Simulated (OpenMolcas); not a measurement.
# Pd⁴⁺ among point charges: CASSCF and CASPT2 levels and susceptibility

How does a field of 8 point charges split the states of Pd⁴⁺, and what χT follows?

The numbers are computed with OpenMolcas 26.06 (state-averaged CASSCF and CASPT2, spin-orbit coupling by RASSI with atomic mean-field integrals), except any that are marked as measured or tabulated.

### Step 1. The system

| Quantity | Value |
| --- | --- |
| Species | Pd⁴⁺ (palladium, Z = 46, 42 electrons) |
| Basis | ANO-RCC-VDZP [6s5p3d1f], 43 functions |
| Scalar Hamiltonian | DKH2, point nucleus |
| Inactive shells | 1s 2s 2p 3s 3p 3d 4s 4p |
| Active space | 6 electrons in 5 orbitals (4d) |
| Some configurations of this space | 4d6 |
| Orbitals | optimised for each spin and parity, averaged over all roots |

Outer shells as boxes (Hund's rule):

4d6
```
4d [↑↓][↑ ][↑ ][↑ ][↑ ]
```

The ion sits among 8 point charges of -1 e arranged as a cube (Oh), 1.88 Å from the ion.

Each step is its own input file, run in one work folder so that later steps find the files of earlier ones. Labels, J, g values, rates, χT and fits are worked out afterwards by a script from the matrices that RASSI stores. The input lists half of the charges; inversion (Group=XYZ) makes the rest.

### Step 2. Basis and integrals

a.inp

```
&GATEWAY
Coord
1

Pd 0.0 0.0 0.0
Basis=ANO-RCC-VDZP
Group=XYZ
NoMove
AngMom=0.0 0.0 0.0
AMFI
XField
4 Angstrom 0
1.085419 1.085419 1.085419 -1.000000
1.085419 1.085419 -1.085419 -1.000000
1.085419 -1.085419 1.085419 -1.000000
1.085419 -1.085419 -1.085419 -1.000000
&SEWARD
```

Launch:

```bash
$ OMP_NUM_THREADS=1 MOLCAS_MEM=1689 MOLCAS_PROJECT=a pymolcas a.inp > a.log
```

### Step 3. CASSCF: quintets of even parity, 5 roots

a.inp

```
&RASSCF
FileOrb=start.orb
Symmetry=1
Spin=5
nActEl=6 0 0
Inactive=9 9
Ras2=5 0
CIRoot=5 5 1
SDav=5
CIMx=300
Iter=120 100
PrWF=0.3
OrbListing=Nothing
MaxOrb=0
>>> COPY $Project.JobIph JOB001
```

start.orb holds the contracted functions of the basis, ordered by shell, or the orbitals of the step before.

### Step 4. CASSCF: triplets of even parity, 45 roots

a.inp

```
&RASSCF
FileOrb=start.orb
Symmetry=1
Spin=3
nActEl=6 0 0
Inactive=9 9
Ras2=5 0
CIRoot=45 45 1
SDav=45
CIMx=300
Iter=120 100
PrWF=0.3
OrbListing=Nothing
MaxOrb=0
>>> COPY $Project.JobIph JOB002
```

### Step 5. CASSCF: singlets of even parity, 50 roots

a.inp

```
&RASSCF
FileOrb=start.orb
Symmetry=1
Spin=1
nActEl=6 0 0
Inactive=9 9
Ras2=5 0
CIRoot=50 50 1
SDav=50
CIMx=300
Iter=120 100
PrWF=0.3
OrbListing=Nothing
MaxOrb=0
>>> COPY $Project.JobIph JOB003
```

### Step 6. RASSI: spin-orbit coupling between the states

a.inp

```
&RASSI
NrOfJobIphs=3 5 45 50
1 2 3 4 5
1 2 3 4 5 6 7 8 9 10 11 12 13 14 15 16 17 18 19 20 21 22 23 24 25 26 27
28 29 30 31 32 33 34 35 36 37 38 39 40 41 42 43 44 45
1 2 3 4 5 6 7 8 9 10 11 12 13 14 15 16 17 18 19 20 21 22 23 24 25 26 27
28 29 30 31 32 33 34 35 36 37 38 39 40 41 42 43 44 45 46 47 48 49 50
IphNames
JOB001
JOB002
JOB003
EJob
SpinOrbit
DIPRint=1.0
SOCoupling=1000.0
Subsets=2
Property=9
'ANGMOM' 1 'ANGMOM' 2 'ANGMOM' 3 'MLTPL  1' 1 'MLTPL  1' 2 'MLTPL  1' 3
'AMFI' 1 'AMFI' 2 'AMFI' 3
SOProperty=3
'ANGMOM' 1 'ANGMOM' 2 'ANGMOM' 3
```

### Step 7. CASPT2: IPEA 0.25, imaginary shift 0.1 (closed shells correlated: 4s 4p)

a.inp

```
>>> COPY JOB001 $Project.JobIph
&CASPT2
Multistate=5 1 2 3 4 5
NoMult
Frozen=8 6
IPEA=0.25
Imaginary=0.1
MaxIter=60
WThr=0.0 0.3 0.05
PrWF=0.5
NoMix
>>> COPY JOB002 $Project.JobIph
&CASPT2
Multistate=45 1 2 3 4 5 6 7 8 9 10 11 12 13 14 15 16 17 18 19 20 21 22
23 24 25 26 27 28 29 30 31 32 33 34 35 36 37 38 39 40 41 42 43 44 45
NoMult
Frozen=8 6
IPEA=0.25
Imaginary=0.1
MaxIter=60
WThr=0.0 0.3 0.05
PrWF=0.5
NoMix
>>> COPY JOB003 $Project.JobIph
&CASPT2
Multistate=50 1 2 3 4 5 6 7 8 9 10 11 12 13 14 15 16 17 18 19 20 21 22
23 24 25 26 27 28 29 30 31 32 33 34 35 36 37 38 39 40 41 42 43 44 45 46
47 48 49 50
NoMult
Frozen=8 6
IPEA=0.25
Imaginary=0.1
MaxIter=60
WThr=0.0 0.3 0.05
PrWF=0.5
NoMix
```

(Steps that only read results are left out.)

**Question.** What will these runs give? Wanted: spin-free ground state; first state of the same spin within the active space; lowest level; next level.

The runs gave:

| quantity | value |
| --- | --- |
| method | SS-CASPT2, IPEA 0.25, imaginary shift 0.1 (closed shells correlated: 4s 4p) |
| spin-free ground state | 5E, 2-fold in its orbital part |
| first state of the same spin within the active space | 5T2 at 4120 cm⁻¹ |
| lowest level | 1-fold A1 |
| next level | 153.8 cm⁻¹ |
| χT at 300 K | 4.34 cm³ K/mol |
| effective moment at 300 K | 5.89 μB |

Cost by method:

```csv
method,time of its own steps,time with the reference
A. CASSCF,20 s,20 s
"B. SS-CASPT2, IPEA 0.25, imaginary shift 0.1, +4s 4p",4.9 s,25 s
```

Times are of one thread on a shared host.

The spin-free ground state (5E) comes to 100 % from free-ion D terms and keeps the highest spin of the shell. χT at 300 K is 4.34, against 3.01 cm³ K/mol for the spin alone, so orbital moment adds to it. An active space of the d shell alone favours high spin; real ions in strong fields can be low spin. CASPT2 does not keep the components of a term degenerate, and the means are used. An orbital doublet at a regular site is open to a Jahn-Teller distortion, which this geometry leaves out. The field of point charges can differ much from that of real complexes. With metal d orbitals alone active, the gaps between spin states are rough; where two lie within a few thousand cm-1, their order is open. Point charges carry no covalency, so the field is a model and not that of real ligands.
